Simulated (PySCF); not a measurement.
# F3Si(SH): electronic excitations and core binding energies

What electronic excitations and core binding energies should F3Si(SH) (`F[Si](F)(F)S`) show?

Computed with PySCF 2.14.0, with density-fitted response routines of our own, on a single molecule in the gas phase. Atoms count from 0, in the outputs and in this text.

### 1 Starting geometry

6 atoms, charge 0, multiplicity 1; geometry from: GFN2-xTB.

Bonds of the start (Å): F0–Si1 1.58, Si1–F2 1.58, Si1–F3 1.58, Si1–S4 2.10, S4–H5 1.33.

### 2 TDDFT and polarisability: CAM-B3LYP/def2-SVPD

The job: settings as JSON, then the geometry in Å.

```
{"job": {"kind": "uv", "xc": "CAM-B3LYP", "basis": "def2-SVPD", "nstates": 8, "ntriplets": 3}, "charge": 0, "multiplicity": 1}
F     -1.037887     0.587462     1.229356
Si    -0.450187    -0.013846    -0.112079
F     -0.482705     1.207231    -1.119211
F     -1.520080    -1.045021    -0.635286
S      1.435753    -0.913816     0.093061
H      2.058229     0.179980     0.522584
```

Level: TDDFT CAM-B3LYP/def2-SVPD, vertical, gas phase, core orbitals frozen in the response.

Standard output:

```text
coarse grid: 7128 points
cycle   1  E = -987.3393710624  dE =  5.118e-01  |g| = 8.069e-01  |ddm| = 3.282e+00
cycle   2  E = -987.3003514351  dE =  3.902e-02  |g| = 1.009e+00  |ddm| = 2.165e+00
cycle   3  E = -987.4594168690  dE = -1.591e-01  |g| = 5.057e-02  |ddm| = 8.570e-01
cycle   4  E = -987.4599631830  dE = -5.463e-04  |g| = 1.473e-02  |ddm| = 1.036e-01
cycle   5  E = -987.4600282825  dE = -6.510e-05  |g| = 3.483e-03  |ddm| = 3.446e-02
cycle   6  E = -987.4600321283  dE = -3.846e-06  |g| = 4.898e-04  |ddm| = 7.110e-03
final grid: 63856 points
cycle   7  E = -987.5638163655  dE = -8.155e-06  |g| = 2.101e-03  |ddm| = 1.497e-02
cycle   8  E = -987.5638161200  dE =  2.455e-07  |g| = 2.516e-03  |ddm| = 2.780e-03
cycle   9  E = -987.5638170665  dE = -9.465e-07  |g| = 7.386e-05  |ddm| = 1.614e-03
cycle  10  E = -987.5638170678  dE = -1.277e-09  |g| = 3.430e-05  |ddm| = 1.940e-04
cycle  11  E = -987.5638170680  dE = -2.867e-10  |g| = 9.760e-06  |ddm| = 7.608e-05
converged SCF energy = -987.5638170680

Static polarisability (au): isotropic 42.596, principal 38.964 39.383 49.440

Singlet excitations
state   eV       nm        f      main configurations
  1   6.6059    187.7   0.00542   H->L+1 0.65, H->L 0.33
  2   6.9701    177.9   0.04779   H->L 0.62, H->L+1 0.31
  3   8.0609    153.8   0.00161   H->L+3 0.47, H->L+5 0.46
  4   8.6788    142.9   0.02596   H->L+6 0.63, H-1->L+1 0.31
  5   8.8222    140.5   0.00349   H->L+2 0.90
  6   8.8498    140.1   0.06497   H-1->L 0.83
  7   9.1170    136.0   0.00715   H->L+3 0.47, H->L+5 0.41
  8   9.3570    132.5   0.02799   H->L+4 0.89

Triplet excitations (Tamm-Dancoff, eV): 6.1121 6.4900 7.7856
```

Run time: 6.7 s. Hardware: 1 thread, shared host.

The orbitals next to the gap, with their largest atomic shares:

| orbital | eV | atoms |
| --- | --- | --- |
| HOMO−3 | -14.01 | S4 37 %, F3 33 %, H5 16 % |
| HOMO−2 | -13.96 | F0 38 %, F2 38 %, F3 24 % |
| HOMO−1 | -12.12 | S4 67 %, Si1 12 %, F2 6 % |
| HOMO | -10.13 | S4 81 %, Si1 8 %, H5 7 % |
| LUMO | 0.19 | S4 43 %, Si1 29 %, H5 16 % |
| LUMO+1 | 0.91 | S4 54 %, Si1 16 %, H5 16 % |
| LUMO+2 | 1.57 | S4 62 %, Si1 13 %, F3 9 % |

With each of the 8 states as a Gaussian band of 0.4 eV half-width at 1/e, the curve within the window shown has maxima at 178 nm (ε 2,000), 140 nm (ε 4,100) L/(mol cm). Beyond the last state computed it falls off for lack of states. The curve at chosen wavelengths:

| nm | ε (L/mol/cm) |
| --- | --- |
| 128 | 742 |
| 131 | 1591 |
| 134 | 2587 |
| 137 | 3624 |
| 140 | 4052 |
| 144 | 2894 |
| 147 | 1565 |
| 150 | 662 |
| 153 | 252 |
| 156 | 110 |
| 159 | 81 |
| 162 | 145 |
| 165 | 353 |
| 169 | 913 |
| 172 | 1448 |
| 175 | 1877 |
| 178 | 2035 |
| 181 | 1885 |
| 184 | 1527 |
| 187 | 1105 |
| 190 | 730 |
| 194 | 375 |
| 197 | 213 |
| 200 | 115 |
| 203 | 60 |
| 206 | 29 |

Further results of this job:

| property | computed |
| --- | --- |
| dipole moment (D) | 2.10 |
| polarisability (Å³) | 6.31 |
| HOMO–LUMO gap (eV) | 10.32 |
| −ε(HOMO) (eV) | 10.13 |

### 3 X-ray photoelectron lines: SCAN, X2C

Same as in step 2 but for these lines:

```diff
@@ -1,2 +1,2 @@
-{"job": {"kind": "uv", "xc": "CAM-B3LYP", "basis": "def2-SVPD", "nstates": 8, "ntriplets": 3}, "charge": 0, "multiplicity": 1}
+{"job": {"kind": "xps"}, "charge": 0, "multiplicity": 1}
 F     -1.037887     0.587462     1.229356
```

Method: delta-SCF UKS SCAN, pcX-2 on the ionised atom, pcseg-1 elsewhere, spin-free X2C.

Standard output:

```text
ground state, core basis on atom 0 (F), 114 functions
  cycle   1  E = -989.61973846  |g| = 8.75e-01
  cycle   2  E = -989.38570483  |g| = 1.55e+00
  cycle   3  E = -989.73965051  |g| = 8.65e-02
  cycle   4  E = -989.74123475  |g| = 4.22e-02
  cycle   5  E = -989.74161900  |g| = 1.18e-02
  cycle   6  E = -989.74163889  |g| = 5.87e-03
  cycle   7  E = -989.74164462  |g| = 1.31e-03
  cycle   8  E = -989.74164587  |g| = 2.23e-04
  E(ground) = -989.77541199 Eh
hole in F 1s of atom 0
  cycle   1  E = -963.36096187  |g| = 2.58e+00
  cycle   2  E = -963.25696899  |g| = 2.13e+00
  cycle   3  E = -964.16851261  |g| = 4.12e-01
  cycle   4  E = -964.18838837  |g| = 3.25e-01
  cycle   5  E = -964.24456719  |g| = 3.25e-02
  cycle   6  E = -964.24481391  |g| = 2.02e-02
  cycle   7  E = -964.24498547  |g| = 5.88e-03
  cycle   8  E = -964.24499839  |g| = 1.77e-03
  cycle   9  E = -964.24500048  |g| = 4.84e-04
  E(ion) = -964.28731586 Eh   <S^2> = 0.7564   hole on atom = 1.000   binding energy = 693.566 eV
ground state, core basis on atom 1 (Si), 125 functions
  cycle   1  E = -989.82231832  |g| = 3.17e-01
  cycle   2  E = -989.81838374  |g| = 2.10e-01
  cycle   3  E = -989.82151371  |g| = 1.52e-01
  cycle   4  E = -989.82513879  |g| = 1.83e-02
  cycle   5  E = -989.82518550  |g| = 5.14e-03
  cycle   6  E = -989.82519153  |g| = 6.14e-04
  cycle   7  E = -989.82518900  |g| = 3.35e-04
  E(ground) = -989.81432951 Eh
hole in Si 1s of atom 1
  cycle   1  E = -920.76910170  |g| = 4.35e+00
  cycle   2  E = -920.45075588  |g| = 2.38e+00
  cycle   3  E = -920.97300956  |g| = 1.24e+00
  cycle   4  E = -921.75397611  |g| = 3.41e-01
  cycle   5  E = -921.78097716  |g| = 1.63e-01
  cycle   6  E = -921.79273896  |g| = 5.67e-02
  cycle   7  E = -921.79435320  |g| = 1.02e-02
  cycle   8  E = -921.79441076  |g| = 4.42e-03
  cycle   9  E = -921.79441652  |g| = 2.31e-03
  cycle  10  E = -921.79441810  |g| = 3.46e-04
  E(ion) = -921.79532663 Eh   <S^2> = 0.7520   hole on atom = 1.000   binding energy = 1850.891 eV
hole in Si 2p of atom 1
  cycle   1  E = -985.43952648  |g| = 1.24e+00
  cycle   2  E = -985.05269854  |g| = 1.37e+00
  cycle   3  E = -985.61908908  |g| = 4.86e-01
  cycle   4  E = -985.73916008  |g| = 8.91e-02
  cycle   5  E = -985.74087023  |g| = 4.89e-02
  cycle   6  E = -985.74180641  |g| = 1.85e-02
  cycle   7  E = -985.74193223  |g| = 3.91e-03
  cycle   8  E = -985.74193588  |g| = 2.29e-03
  cycle   9  E = -985.74193720  |g| = 4.74e-04
  E(ion) = -985.74521068 Eh   <S^2> = 0.7516   hole on atom = 1.003   binding energy = 110.726 eV
  2p3/2 = 110.550 eV   2p1/2 = 111.176 eV
ground state, core basis on atom 4 (S), 125 functions
  cycle   1  E = -989.84118761  |g| = 4.09e-01
  cycle   2  E = -989.84055445  |g| = 9.03e-02
  cycle   3  E = -989.83935398  |g| = 1.24e-01
  cycle   4  E = -989.84215153  |g| = 8.59e-03
  cycle   5  E = -989.84216847  |g| = 4.78e-03
  cycle   6  E = -989.84217429  |g| = 2.87e-04
  E(ground) = -989.85780717 Eh
hole in S 1s of atom 4
  cycle   1  E = -897.56059011  |g| = 5.08e+00
  cycle   2  E = -898.03498156  |g| = 2.09e+00
  cycle   3  E = -898.47031082  |g| = 8.40e-01
  cycle   4  E = -898.70921846  |g| = 3.78e-01
  cycle   5  E = -898.75322278  |g| = 1.31e-01
  cycle   6  E = -898.75904780  |g| = 2.51e-02
  cycle   7  E = -898.75924087  |g| = 1.07e-02
  cycle   8  E = -898.75927123  |g| = 5.56e-03
  cycle   9  E = -898.75928017  |g| = 1.84e-03
  cycle  10  E = -898.75928163  |g| = 1.51e-04
  E(ion) = -898.76774955 Eh   <S^2> = 0.7513   hole on atom = 1.000   binding energy = 2478.687 eV
hole in S 2p of atom 4
  cycle   1  E = -983.11820498  |g| = 1.52e+00
  cycle   2  E = -983.15932620  |g| = 1.17e+00
  cycle   3  E = -983.50184108  |g| = 3.42e-01
  cycle   4  E = -983.53851237  |g| = 1.43e-01
  cycle   5  E = -983.54393861  |g| = 4.07e-02
  cycle   6  E = -983.54457011  |g| = 1.53e-02
  cycle   7  E = -983.54467624  |g| = 3.99e-03
  cycle   8  E = -983.54467952  |g| = 2.71e-03
  cycle   9  E = -983.54468193  |g| = 5.12e-04
  cycle  10  E = -983.54468269  |g| = 1.30e-04
  E(ion) = -983.56762529 Eh   <S^2> = 0.7528   hole on atom = 1.001   binding energy = 171.165 eV
  2p3/2 = 170.913 eV   2p1/2 = 172.159 eV
```

Run time: 8.2 s. Hardware: 1 thread, shared host.

Binding energies by hole, beside the orbital energy of the ground state; the difference holds orbital relaxation and, for a density functional, its self-interaction error:

| hole | stands for | environment | ΔSCF (eV; 2p as the shell's mean) | −ε (eV) | ⟨S²⟩ |
| --- | --- | --- | --- | --- | --- |
| F1s on F0 | F0, F2, F3 | fluorine bonded to Si | 693.57 | 667.4 | 0.756 |
| Si1s on Si1 | Si1 | silicon bonded to 3 F, S | 1850.89 | 1796.9 | 0.752 |
| Si2p on Si1 | Si1 | silicon bonded to 3 F, S | 110.76 | 99.4 | 0.752 |
| S1s on S4 | S4 | sulfur bonded to Si, H | 2478.69 | 2416.1 | 0.751 |
| S2p on S4 | S4 | sulfur bonded to Si, H | 171.33 | 159.3 | 0.753 |

Each hole run stands for the others of its class of like atoms.

With the spin-orbit splitting: Si1 2p3/2 110.55, 2p1/2 111.18 eV; S4 2p3/2 170.91, 2p1/2 172.16 eV. The table gives each 2p level as the mean over the whole 2p shell (two parts 2p3/2, one part 2p1/2), which differs a little from the single hole in the log.

### 4 Results

| quantity | value |
| --- | --- |
| lowest singlet (CAM-B3LYP/def2-SVPD) | 6.61 eV (188 nm), f = 0.005 |
| brightest single state of those computed | state 6, 8.85 eV, f = 0.065 |
| lowest triplet | 6.11 eV |
| F1s binding energies, SCAN/pcX-2 | F0 693.57 eV |
| Si1s binding energies, SCAN/pcX-2 | Si1 1850.89 eV |
| Si2p binding energies, SCAN/pcX-2 | Si1 110.76 eV |
| S1s binding energies, SCAN/pcX-2 | S4 2478.69 eV |
| S2p binding energies, SCAN/pcX-2 | S4 171.33 eV |

**Reading.** The lowest singlet, at 6.61 eV, is HOMO→LUMO+1 0.65, HOMO→LUMO 0.33 and is weak; of the 8 states computed, the strongest absorption comes from state 6 at 8.85 eV. The lowest triplet lies 0.49 eV below the lowest singlet (triplets in Tamm-Dancoff, singlets in full TDDFT).
